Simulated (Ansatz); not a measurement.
# InCl (SMILES [Cl][In]) at CCSDT/STO-3G

What is the vertical singlet–triplet gap of InCl at CCSDT/STO-3G? 

Program for the calculation: Ansatz 0.2.0.

47 further runs of the same task are left out: 4 that didn't finish, 43 set aside as unsound or not needed.

### 1 Starting point

InCl: 2 atoms, total charge 0, spin state singlet. As SMILES, `[Cl][In]`. Geometry: relaxed at PBE0-D4/def2-TZVP.

Bond lengths: Cl1–In2 2.414 Å.

### 2 A single-point energy at CCSDT/STO-3G

Input file molecule.yaml:

```yaml
crystal:
  periodic: [false, false, false]
  atoms:
    - symbol: Cl
      position_ang: [0.000000, -0.000000, -0.013930]
    - symbol: In
      position_ang: [-0.000000, 0.000000, 2.399590]
basis:
  gaussian: {orbitals: STO-3G}
correlation: {method: ccsdt, frozen_orbitals: {Cl: 5, In: 18}}
accuracy: high
scf: {omitted_lower_state_checks: [cluster_reference, increment]}
```

Launch:

```sh
$ ansatz run molecule.yaml --threads 1 --pin off --max-ram 3480MiB --events-out events.jsonl --progress --plain --runs-dir runs
```

The program printed, shortened:

```text
Warning: RAYON_NUM_THREADS=1 ignored (pool sized by the plan → 1); use --threads N
Functional definition: HF
  name "HF"
[...]
635 factors; integrals over basis functions are off by at most 1.2e-8 eV
[...]
mean field -167010.39966393 eV, -6137.5189839346 hartree, gradient 1.3e-8 eV, S^2 0.000000; 0 other end points of the search recorded, 0 dependent functions left out
23 core orbitals not correlated: weight in the atoms' cores, before any rotation towards them, 1.000 or more for the frozen orbitals, at most 0.000 for the correlated occupied ones
reference -167010.39966393 eV, -6137.5189839346 hartree; 10, 10 occupied and 3, 3 virtual orbitals, 635 factors
second order -0.67568960 eV of doubles, -0.00000000 eV of singles
cycle   1  -0.87413808 eV  change   -2.0e-1 eV  update   7.0e-2
[...]
cycle  20  -1.05801587 eV  change  -2.1e-10 eV  update   1.1e-9
Total energy: -167011.45767979 eV, -6137.5578653005 hartree
Checks for a lower state left out: cluster_reference, increment
```

It took 0.44 s on 1 thread of AMD EPYC 9R45 (Zen 5), shared host.

### 3 The triplet at the same level

Input file input.yaml:

```yaml
crystal:
  periodic: [false, false, false]
  atoms:
    - {symbol: Cl, position_ang: [0.000000, -0.000000, -0.013930]}
    - {symbol: In, position_ang: [-0.000000, 0.000000, 2.399590]}
basis:
  gaussian: {orbitals: STO-3G}
magnetization: {spin_polarized: true, initial_magnetization: 2}
correlation: {method: ccsdt, frozen_orbitals: {Cl: 5, In: 18}}
accuracy: high
scf: {omitted_lower_state_checks: [cluster_reference, increment]}
```

Launch:

```sh
$ ansatz run input.yaml --threads 1 --pin off --max-ram 3480MiB --events-out events.jsonl --progress --plain --runs-dir runs
```

The program printed, shortened:

```text
Warning: RAYON_NUM_THREADS=1 ignored (pool sized by the plan → 1); use --threads N
[... 2 set-up lines as earlier in the session ...]
[...]
635 factors; integrals over basis functions are off by at most 1.2e-8 eV
[...]
mean field -167008.14783174 eV, -6137.4362306280 hartree, gradient 1.4e-8 eV, S^2 2.001684; 2 other end points of the search recorded, 0 dependent functions left out
23 core orbitals not correlated: weight in the atoms' cores, before any rotation towards them, 1.000 or more for the frozen orbitals, at most 0.000 for the correlated occupied ones
reference -167008.14783174 eV, -6137.4362306280 hartree; 11, 9 occupied and 2, 4 virtual orbitals, 635 factors
second order -0.24254092 eV of doubles, -0.00000000 eV of singles
cycle   1  -0.29235106 eV  change   -5.0e-2 eV  update   4.1e-2
[...]
cycle  26  -0.37316887 eV  change   2.0e-10 eV  update   1.4e-9
Total energy: -167008.52100061 eV, -6137.4499443310 hartree
Checks for a lower state left out: cluster_reference, increment
```

Wall time 1 s (1 thread of AMD EPYC 9R45 (Zen 5), shared host); peak memory 0.14 GiB.

### 4 What came out

At CCSDT/STO-3G, 23 core orbitals frozen:

```
                                             quantity           value
                                singlet: total energy  -6137.55787 Eh
singlet: correlation energy (23 core orbitals frozen)       -38.9 mEh
                               singlet: T1 diagnostic           0.008
                                triplet: total energy  -6137.44994 Eh
triplet: correlation energy (23 core orbitals frozen)       -13.7 mEh
           triplet: ⟨S²⟩ of the reference determinant           2.002
                               triplet: T1 diagnostic           0.010
     vertical energy of the triplet above the singlet        2.937 eV
```

At this shape the triplet lies 2.94 eV (283 kJ/mol) above the singlet. In a minimal basis such a difference can be off by several eV, whatever the method. Relativity is left out (singlet) although the molecule holds a heavy atom. Relativity is left out (triplet) although the molecule holds a heavy atom.
